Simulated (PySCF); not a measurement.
**The bond of TlGe+, level by level**

What are the lowest state that PBE0 finds, the bond length, vibrational wavenumber and bond energy of TlGe+, and how much do these hang on the method?

The runs use PySCF 2.14.0; Tl def2-SVP with ECP60, Ge def2-SVP, scalar-relativistic core potentials.

**1. Input**

Settings of the job:

```json
{"atoms": "Tl, Ge", "charge": "1", "basis": "Tl def2-SVP with ECP60, Ge def2-SVP", "Hamiltonian": "scalar-relativistic core potentials", "basis functions": "58", "electrons treated": "52", "masses in u": "204.9744, 73.9212", "levels": "PBE0, PBE, r²SCAN, MN15, M06-2X, BP86, LC-ωPBE, HF, MP2, SCS-MP2, CCSD, CCSD(T)", "grid": "80 radial by 434 angular points", "occupations": "held fixed by the projection of orbital angular momentum", "dissociation limit": "Tl+ + Ge, each in its ground configuration", "starting distance in angstrom": "2.690", "values of 2S to try": "0, 2"}
```

The run is started by

```sh
> OMP_NUM_THREADS=1 python dia.py task.json out
```

The runs that follow: PBE0 along the bond; Higher solutions at PBE0; PBE (GGA); r²SCAN (meta-GGA); MN15; M06-2X (hybrid meta-GGA); BP86; LC-ωPBE (range-separated hybrid); UHF; MP2 and coupled cluster.

Before running it: what results should come out? Wanted: for each run, Re; ωe; De; μ.

**Answer**, as computed:

Lowest PBE0 solution found, without spin–orbit coupling: ³Π (triplet), unpaired electrons σ ↑, π ↑. State 2 has its PBE0 minimum 0.26 eV higher, as a spin-mixed determinant (⟨S²⟩ = 1.01), so this is no gap between pure states. State 3 has its PBE0 minimum 0.51 eV higher. State 4 has its PBE0 minimum 0.62 eV higher. The other levels ran on the lowest alone.

```csv
level,Re (Å),ωe (cm⁻¹),De (eV),μ (D)
UHF,3.527,58.4,0.362,-0.70
UHF-MP2,3.317,72.9,0.52,n/a
UHF-SCS-MP2,3.372,68.6,0.471,n/a
UHF-CCSD,3.344,71.2,0.496,n/a
UHF-CCSD(T),3.320,73.1,0.52,n/a
PBE,3.250,77.9,0.82,1.15
BP86,3.253,77.1,0.81,1.16
r²SCAN,3.221,79.1,0.75,0.90
PBE0,3.236,79.2,0.72,0.79
MN15,3.231,82.4,0.78,0.76
M06-2X,3.331,76.3,0.66,0.17
LC-ωPBE,3.207,80.6,0.58,0.36
```

De is counted to Tl+ + Ge in their ground configurations. A positive dipole points from Tl to Ge; in an ion it is taken about the centre of mass and does not tell which atom is negative.

**Reading.** Bond lengths run from 3.207 Å (LC-ωPBE) to 3.527 Å (UHF). CCSD(T) can't serve as the judge here: for a weak bond in this basis it is far from its limit. Of the levels with a De here, UHF gives the least (0.362 eV) and PBE the most (0.82 eV).

Correlated steps freeze 13 core orbitals. These are scalar-relativistic numbers at best; spin–orbit coupling would shift them, the dissociation energy most. With spin–orbit coupling the term label itself may not hold.
